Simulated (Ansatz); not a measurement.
# GdSe2: the cost of one run

Program: Ansatz 0.2.0. Level of theory: DFT PBEsol, scalar-relativistic, plane waves, PAW. These are calculated values, not measurements.

### Step 1. The structure to begin with

Symmetry: Fm-3m, No. 225, cubic system. The conventional cell has a = 6.791 Å, b = 6.791 Å, c = 6.791 Å, α = 90.00°, β = 90.00°, γ = 90.00°. Around Gd (site symmetry m-3m) lie 8 Se at 2.94 Å. Se (site symmetry -43m) has 4 Gd at 2.94 Å as nearest neighbours.

Coordinates:

```cif
data_structure
_symmetry_space_group_name_H-M 'P 1'
_symmetry_Int_Tables_number 1
_cell_length_a 4.8023
_cell_length_b 4.8023
_cell_length_c 4.8023
_cell_angle_alpha 60.000
_cell_angle_beta 60.000
_cell_angle_gamma 60.000
_cell_volume 78.31
loop_
_atom_site_label
_atom_site_type_symbol
_atom_site_fract_x
_atom_site_fract_y
_atom_site_fract_z
_atom_site_occupancy
Gd1 Gd 0.00000 0.00000 0.00000 1
Se1 Se 0.25000 0.25000 0.25000 1
Se2 Se 0.75000 0.75000 0.75000 1
```

This cell comes from an earlier session at PBEsol: 26.104 Å³/atom at -0.02 GPa, on a 8×8×8 mesh.

Volume factors to run: 0.980, 1.020, 0.960, 1.040.

### Step 2. Scaling the volume by 0.980

Contents of input.yaml:

```yaml
crystal:
  lattice:
    - [0.0, 3.3729278834, 3.3729278834]
    - [3.3729278834, 0.0, 3.3729278834]
    - [3.3729278834, 3.3729278834, 0.0]
  atoms:
    - { symbol: Gd, position: [0.0, 0.0, 0.0], spin: 7.57 }
    - { symbol: Se, position: [0.25, 0.25, 0.25] }
    - { symbol: Se, position: [0.75, 0.75, 0.75] }
basis:
  ecutwfc: 420
  ecutrho_ratio: 4
kpoints:
  mp_grid: { grid: [8, 8, 8] }
hamiltonian:
  xc: pbesol
scf:
  occupations: { method: gaussian, width: 0.05 }
output:
  forces: true
  stress: true
  eigenvalues: true
  populations: true
magnetization:
  spin_polarized: true
```

Q: Estimate wall time and peak memory on 4 threads of an Arm CPU, shared host.

About 9.1 s, with a peak of 0.56 GiB.
